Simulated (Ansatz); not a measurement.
# BGeH (singlet): from Hartree-Fock to the top rungs at distance Ge1–B2 = 2.140 Å, cc-pVDZ

Aim: climb from Hartree-Fock through coupled cluster and multireference methods for BGeH (singlet) at one geometry and basis, and see what each rung misses.

Computed with Ansatz 0.2.0, Gaussian basis. Level: cc-pVDZ, core rule «outside noble gas», up to 15 orbitals frozen.

The runs, in order: UHF; CCSD(T) on RHF; CCSD(T) on UHF; BCCD(T) on RHF; CISD; CCSDT(Q) on RHF; CCSDT(Q) on UHF; CISDTQ; CCSDTQ on RHF; CCSDTQ on UHF; CASSCF and MRCISD+Q, 2 electrons in 2 orbitals; CASSCF and NEVPT2, 2 electrons in 2 orbitals; CASSCF and MRCISD+Q, 8 electrons in 9 orbitals; CASSCF and NEVPT2, 8 electrons in 9 orbitals; Full CI.

4 further runs of the same task are left out: 4 for a known fault of the program.

## 1. The system

The geometry derives from a PBE0/def2-TZVP stationary point (not a proven minimum). One bond is set to the value named and the two fragments are kept rigid. No spin-orbit coupling is included. The filled d shell of Ge may be among the frozen orbitals whatever the setting's name suggests; the logs give the count.

3 atoms, charge 0, spin multiplicity 1.

Atoms are counted from 1 here; the program's logs count them from 0.

Bond lengths: Ge1–B2 2.140 Å, B2–H3 1.188 Å. Angles: Ge1–B2–H3 180.0°.

## 2. UHF

Input file in.yaml:

```yaml
crystal:
  periodic: [false, false, false]
  atoms:
    - {symbol: Ge, position_ang: [0.000000, 0.000000, 1.822616]}
    - {symbol: B, position_ang: [0.000000, 0.000000, -0.317384]}
    - {symbol: H, position_ang: [0.000000, 0.000000, -1.505233]}
basis:
  gaussian: {orbitals: cc-pVDZ}
magnetization: {spin_polarized: true, initial_magnetization: 0}
hamiltonian: {xc: hf}
output: {orbitals: {seedname: orbitals}}
```

Started as:

```sh
$ ansatz run in.yaml --threads 1 --pin off --events-out ev --progress --plain --max-ram 3498MiB --backend cpu
```

The runs that follow: CCSD(T) on RHF; CCSD(T) on UHF; BCCD(T) on RHF; CISD; CCSDT(Q) on RHF; CCSDT(Q) on UHF; CISDTQ; CCSDTQ on RHF; CCSDTQ on UHF; CASSCF and MRCISD+Q, 2 electrons in 2 orbitals; CASSCF and NEVPT2, 2 electrons in 2 orbitals; CASSCF and MRCISD+Q, 8 electrons in 9 orbitals; CASSCF and NEVPT2, 8 electrons in 9 orbitals; Full CI.

Q: Predict the results of all the runs planned. Wanted: FCI below the RHF energy; RMP2 from FCI; RCCSD from FCI; RCCSD(T) from FCI; RCCSDT(Q) from FCI; T1 diagnostic; effectively unpaired electrons.

The runs gave:

```
                         quantity               value
         FCI below the RHF energy          -5.2128 eV
                    RMP2 from FCI     +31.29 kcal/mol
                   RCCSD from FCI      +9.07 kcal/mol
                RCCSD(T) from FCI      +3.87 kcal/mol
               RCCSDT(Q) from FCI      +0.45 kcal/mol
levels within 1 kcal/mol (43 meV)  RCCSDT(Q), RCCSDTQ
                    T1 diagnostic               0.024
   effectively unpaired electrons                2.10
```

RCCSD(T) lands +3.87 kcal/mol from the yardstick (3.2 % of the correlation energy). With 2.1 effectively unpaired electrons against 0 the state is strongly multireference. Coupled cluster took another determinant than the lowest Hartree-Fock one. These misses are within one basis, not against nature.
